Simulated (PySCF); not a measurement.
# One shape, several levels: SiHCl3 (SMILES Cl[SiH](Cl)Cl)

Wanted: a comparison of 6 runs (HF/3-21G, M06-2X/def2-SVPD, M06-L/def2-SVPD, PBE0/def2-SVPD, wB97X/def2-SVPD, CCSD(T)/def2-SVPD) of SiHCl3. 

The calculation is run with PySCF 2.14.0.

3 further runs of the same task are left out: 3 set aside as unsound or not needed.

## 1. The structure to begin with

SiHCl3 has 5 atoms, charge 0, and is taken as a singlet. SMILES: `Cl[SiH](Cl)Cl`. The shape is that of a GFN2-xTB optimisation.

Bond lengths: Cl1–Si2 2.010 Å, Si2–Cl3 2.011 Å, Si2–Cl4 2.010 Å, Si2–H5 1.451 Å. Angles: Cl1–Si2–Cl3 109.6°, Cl1–Si2–Cl4 109.6°, Cl3–Si2–Cl4 109.6°, Cl1–Si2–H5 109.3°, Cl3–Si2–H5 109.4°, Cl4–Si2–H5 109.3°.

## 2. The energy at HF/3-21G (run 1)

Input file input.py:

```python
from pyscf import gto, scf

molecule = gto.M(
    atom=[
    ('Cl', (1.673560, -0.567090, 0.885730)),
    ('Si', (-0.079730, -0.011930, 0.073790)),
    ('Cl', (0.015610, 1.916920, -0.485430)),
    ('Cl', (-0.473560, -1.160600, -1.528280)),
    ('H', (-1.135880, -0.177300, 1.054190)),
],
    verbose=3,
    basis='3-21g',
    max_memory=1860,
)

myscf = scf.RHF(molecule)
myscf.conv_tol = 1e-10
myscf.kernel()
if not myscf.converged:
    myscf = myscf.newton().run(myscf.mo_coeff, myscf.mo_occ)

e_final = myscf.e_tot
print(f'total energy: {e_final:.8f} hartree')
```

Launch:

```sh
$ OMP_NUM_THREADS=1 python input.py
```

The log of the run:

```text
converged SCF energy = -1659.96498442233
total energy: -1659.96498442 hartree
```

Run time: 0.5 s. Hardware: 1 thread of Intel Xeon 6975P-C (Granite Rapids), shared host; peak memory 0.11 GiB.

## 3. A single-point energy at M06-2X/def2-SVPD (run 2)

Input file calc.py:

```python
from pyscf import gto, dft

mol = gto.M(
    atom='''
Cl     3.162570    -1.071645     1.673787
Si    -0.150668    -0.022544     0.139443
Cl     0.029499     3.622454    -0.917330
Cl    -0.894899    -2.193216    -2.888031
H     -2.146502    -0.335048     1.992130
''',
    max_memory=1860,
    unit='bohr',
    verbose=4,
    basis='def2-svpd',
)

mf = dft.RKS(mol, xc='m06-2x')
mf.conv_tol = 1e-10
mf.grids.level = 5
mf.kernel()
if not mf.converged:
    mf = mf.newton().run(mf.mo_coeff, mf.mo_occ)

etot = mf.e_tot
print('E = %.10f Eh' % etot)
```

Launch:

```sh
$ OMP_NUM_THREADS=1 python calc.py
```

The log of the run:

```text
PySCF version 2.14.0

[INPUT] num. atoms = 5
[INPUT] num. electrons = 66
[INPUT] charge = 0
[INPUT] spin (= nelec alpha-beta = 2S) = 0
[INPUT] symmetry False subgroup None
[INPUT] Mole.unit = bohr
[INPUT] Symbol           X                Y                Z      unit          X                Y                Z       unit  Magmom
[INPUT]  1 Cl     1.673559971939  -0.567090112196   0.885729936334 AA    3.162570000000  -1.071645000000   1.673787000000 Bohr   0.0
[INPUT]  2 Si    -0.079730072015  -0.011929771043   0.073790057822 AA   -0.150668000000  -0.022544000000   0.139443000000 Bohr   0.0
[INPUT]  3 Cl     0.015610198545   1.916920104406  -0.485430130893 AA    0.029499000000   3.622454000000  -0.917330000000 Bohr   0.0
[INPUT]  4 Cl    -0.473560156875  -1.160599925825  -1.528280189630 AA   -0.894899000000  -2.193216000000  -2.888031000000 Bohr   0.0
[INPUT]  5 H     -1.135879941594  -0.177299766164   1.054189797190 AA   -2.146502000000  -0.335048000000   1.992130000000 Bohr   0.0

nuclear repulsion = 342.179779107038
number of shells = 47
number of NR pGTOs = 187
number of NR cGTOs = 113
basis = def2-svpd
ecp = {}

******** <class 'pyscf.dft.rks.RKS'> ********
method = RKS
initial guess = minao
damping factor = 0
level_shift factor = 0
DIIS = <class 'pyscf.scf.diis.CDIIS'>
diis_start_cycle = 1
diis_space = 8
diis_damp = 0
SCF conv_tol = 1e-10
SCF conv_tol_grad = None
SCF max_cycles = 50
direct_scf = True
direct_scf_tol = 1e-13
XC library pyscf.dft.libxc version 7.0.0
    S. Lehtola, C. Steigemann, M. J.T. Oliveira, and M. A.L. Marques.,  SoftwareX 7, 1–5 (2018)
XC functionals = m06-2x
    Y. Zhao and D. G. Truhlar.,  Theor. Chem. Acc. 120, 215 (2008)
    Y. Zhao and D. G. Truhlar.,  Theor. Chem. Acc. 120, 215 (2008)
radial grids:
    Treutler-Ahlrichs [JCP 102, 346 (1995); DOI:10.1063/1.469408] (M4) radial grids

becke partition: Becke, JCP 88, 2547 (1988); DOI:10.1063/1.454033
pruning grids: <function nwchem_prune>
grids dens level: 5
symmetrized grids: False
atomic radii adjust function: <function treutler_atomic_radii_adjust>
small_rho_cutoff = 0
Set gradient conv threshold to 1e-05
Initial guess from minao.
tot grids = 196240
init E= -1670.727483009
  HOMO = -0.376958605190497  LUMO = -0.0137194748849563  gap/eV = 9.88424
cycle= 1 E= -1670.23986944749  delta_E= 0.488  |g|= 0.384  |ddm|= 2.68
  HOMO = -0.392511711131054  LUMO = -0.00774059307019215  gap/eV = 10.47016
cycle= 2 E= -1670.24071589018  delta_E= -0.000846  |g|= 0.397  |ddm|= 1.15
  HOMO = -0.396825187445992  LUMO = 0.0162271251442307  gap/eV = 11.23973
cycle= 3 E= -1670.28650393478  delta_E= -0.0458  |g|= 0.0178  |ddm|= 0.572
  HOMO = -0.398455454208591  LUMO = 0.0164500100443363  gap/eV = 11.29015
cycle= 4 E= -1670.28661374536  delta_E= -0.00011  |g|= 0.00533  |ddm|= 0.0443
  HOMO = -0.397486531884061  LUMO = 0.0169029896878801  gap/eV = 11.27611
cycle= 5 E= -1670.28662328303  delta_E= -9.54e-06  |g|= 0.00143  |ddm|= 0.0118
  HOMO = -0.397790919151181  LUMO = 0.0167508786122981  gap/eV = 11.28026
cycle= 6 E= -1670.28662397741  delta_E= -6.94e-07  |g|= 0.0002  |ddm|= 0.00315
  HOMO = -0.397779071545941  LUMO = 0.0167576741768647  gap/eV = 11.28012
cycle= 7 E= -1670.28662399625  delta_E= -1.88e-08  |g|= 6.4e-05  |ddm|= 0.000453
  HOMO = -0.39777618360534  LUMO = 0.0167574284054179  gap/eV = 11.28003
cycle= 8 E= -1670.2866239979  delta_E= -1.65e-09  |g|= 1.23e-05  |ddm|= 0.000117
  HOMO = -0.397777786182698  LUMO = 0.0167573833684886  gap/eV = 11.28008
cycle= 9 E= -1670.28662399798  delta_E= -8.19e-11  |g|= 1.23e-06  |ddm|= 2.96e-05
  HOMO = -0.397777715651753  LUMO = 0.0167573494335942  gap/eV = 11.28007
Extra cycle  E= -1670.28662399798  delta_E= 4.09e-12  |g|= 6.17e-07  |ddm|= 4.42e-06
converged SCF energy = -1670.28662399798
E = -1670.2866239980 Eh
```

It took 19 s on 1 thread of Intel Xeon 6975P-C (Granite Rapids), shared host; peak memory 0.63 GiB.

## 4. A single-point energy at M06-L/def2-SVPD (run 3)

Input file input.py:

```python
from pyscf import gto, dft

system = gto.M(
    atom='''
Cl       1.673560      -0.567090       0.885730
Si      -0.079730      -0.011930       0.073790
Cl       0.015610       1.916920      -0.485430
Cl      -0.473560      -1.160600      -1.528280
H       -1.135880      -0.177300       1.054190
''',
    basis='def2-svpd',
    max_memory=1860,
    verbose=3,
)

myscf = dft.RKS(system, xc='m06-l')
myscf.grids.level = 5
myscf.conv_tol = 1e-10
myscf.kernel()
if not myscf.converged:
    myscf = myscf.newton().run(myscf.mo_coeff, myscf.mo_occ)

energy = myscf.e_tot
print('Final energy', energy)
```

Launch:

```sh
$ OMP_NUM_THREADS=1 python input.py
```

The log of the run:

```text
converged SCF energy = -1670.34894039318
Final energy -1670.3489403931799
```

Run time: 19 s. Hardware: 1 thread of Intel Xeon 6975P-C (Granite Rapids), shared host; peak memory 0.63 GiB.

Runs 4 to 5 aren't shown in full; the table further down has their settings and results.

## 5. The energy at CCSD(T)/def2-SVPD (run 6)

Input file calc.py:

```python
from pyscf import gto, scf, cc

mol = gto.M(
    atom='''
Cl   1.673560  -0.567090   0.885730
Si  -0.079730  -0.011930   0.073790
Cl   0.015610   1.916920  -0.485430
Cl  -0.473560  -1.160600  -1.528280
H   -1.135880  -0.177300   1.054190
''',
    verbose=3,
    basis='def2-svpd',
    max_memory=1860,
)

myscf = scf.RHF(mol)
myscf.conv_tol = 1e-10
myscf.kernel()
if not myscf.converged:
    myscf = myscf.newton().run(myscf.mo_coeff, myscf.mo_occ)

mycc = cc.CCSD(myscf, frozen=20)
mycc.kernel()
e_t = mycc.ccsd_t()
e_tot = mycc.e_tot + e_t
print('E = %.10f Eh' % e_tot)
```

Launch:

```sh
$ OMP_NUM_THREADS=1 python calc.py
```

The log of the run:

```text
converged SCF energy = -1667.66186569836
E(CCSD) = -1668.233421033533  E_corr = -0.5715553351718334
CCSD(T) correction = -0.0161728407495744
E = -1668.2495938743 Eh
```

It took 26 s on 1 thread of Intel Xeon 6975P-C (Granite Rapids), shared host; peak memory 0.72 GiB.

## 6. Overview of the runs

```csv
run,level,integration grid,frozen core orbitals,energy (Eh),dipole moment (D) of the reference,HOMO energy (eV),LUMO energy (eV),wall time
1,HF/3-21G,–,–,-1659.964984,2.01,-13.29,3.23,0.5 s
2,M06-2X/def2-SVPD,5,–,-1670.286624,0.89,-10.82,0.46,19 s
3,M06-L/def2-SVPD,5,–,-1670.348940,0.82,-8.41,-0.70,19 s
4,PBE0/def2-SVPD,5,–,-1669.763371,0.82,-9.50,-0.17,11 s
5,wB97X/def2-SVPD,5,–,-1670.331679,0.87,-11.90,1.91,19 s
6,CCSD(T)/def2-SVPD,–,20,-1668.249594,0.94,-12.77,2.11,26 s
```

## 7. Outcome

```
                                           quantity           value
                                run 6: total energy  -1668.24959 Eh
        run 6: dipole moment (Hartree–Fock density)          0.94 D
         run 6: HOMO energy (Hartree–Fock orbitals)       -12.77 eV
         run 6: LUMO energy (Hartree–Fock orbitals)         2.11 eV
       run 6: HOMO–LUMO gap (Hartree–Fock orbitals)        14.88 eV
run 6: correlation energy (20 core orbitals frozen)      -587.7 mEh
                              run 6: (T) correction      -16.17 mEh
                               run 6: T1 diagnostic           0.009
```

What this shows: Over runs 1, 2, 3, 4, 5 the dipole moment (its size) runs from 0.82 D (PBE0/def2-SVPD) to 2.01 D (HF/3-21G). The two ends differ in method and basis. Over runs 1, 2, 3, 4, 5 the HOMO–LUMO gap runs from 7.71 eV (M06-L/def2-SVPD) to 16.52 eV (HF/3-21G). Totals of different functionals can't be ranked against each other. All runs together took 94 s, the longest 26 s.
